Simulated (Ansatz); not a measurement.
# GeW3: the cost of one run

Method: DFT PBE, scalar-relativistic, plane waves, PAW, in Ansatz 0.2.0.

1 further run of the same task is left out (it didn't finish).

**1. The structure to begin with**

It takes space group P4/mmm (No. 123, tetragonal). Conventional cell: a = 4.619 Å, b = 4.619 Å, c = 3.954 Å, α = 90.00°, β = 90.00°, γ = 90.00°. Ge (site symmetry 4/mmm) is surrounded by 4 W at 2.31 Å. W (site symmetry mmm) has 2 Ge at 2.31 Å in its first shell of neighbours. W (site symmetry 4/mmm) is surrounded by 8 W at 3.04 Å.

Coordinates:

```cif
data_structure
_symmetry_space_group_name_H-M 'P4/mmm'
_symmetry_Int_Tables_number 123
_cell_length_a 4.6190
_cell_length_b 4.6190
_cell_length_c 3.9544
_cell_angle_alpha 90.000
_cell_angle_beta 90.000
_cell_angle_gamma 90.000
_cell_volume 84.37
loop_
_atom_site_label
_atom_site_type_symbol
_atom_site_symmetry_multiplicity
_atom_site_Wyckoff_symbol
_atom_site_fract_x
_atom_site_fract_y
_atom_site_fract_z
_atom_site_occupancy
Ge1 Ge 1 d 0.50000 0.50000 0.50000 1
W1 W 2 e 0.00000 0.50000 0.50000 1
W2 W 1 a 0.00000 0.00000 0.00000 1
```

Recipe of the guess: random cell by space group and Wyckoff sites (P4/mmm, No. 123). The dimensions are guesses.

**2. Probe: one point on a coarse mesh**

input.yaml reads:

```yaml
crystal:
  lattice:
    - [4.61899324, 0.0, 0.0]
    - [0.0, 4.61899324, 0.0]
    - [0.0, 0.0, 3.95435273]
  atoms:
    - { symbol: Ge, position: [0.5, 0.5, 0.5] }
    - { symbol: W, position: [0.0, 0.5, 0.5] }
    - { symbol: W, position: [0.5, 0.0, 0.5] }
    - { symbol: W, position: [0.0, 0.0, 0.0] }
basis:
  ecutwfc: 420
kpoints:
  mp_grid: { grid: [4, 4, 4] }
hamiltonian:
  xc: pbe
scf:
  occupations: { method: gaussian, width: 0.1 }
  lower_state_search: "off"
output:
  forces: true
  stress: true
  eigenvalues: true
```

Launch:

```bash
ansatz run input.yaml --threads 1 --pin off --max-ram 2560MiB --backend cpu --events-out ev --progress --plain --runs-dir out
```

Q: Estimate wall time and peak memory on 1 thread of Intel Xeon at 2.50GHz (Skylake/Cascade Lake), shared host.

About 6.2 s, with a peak of 0.38 GiB.
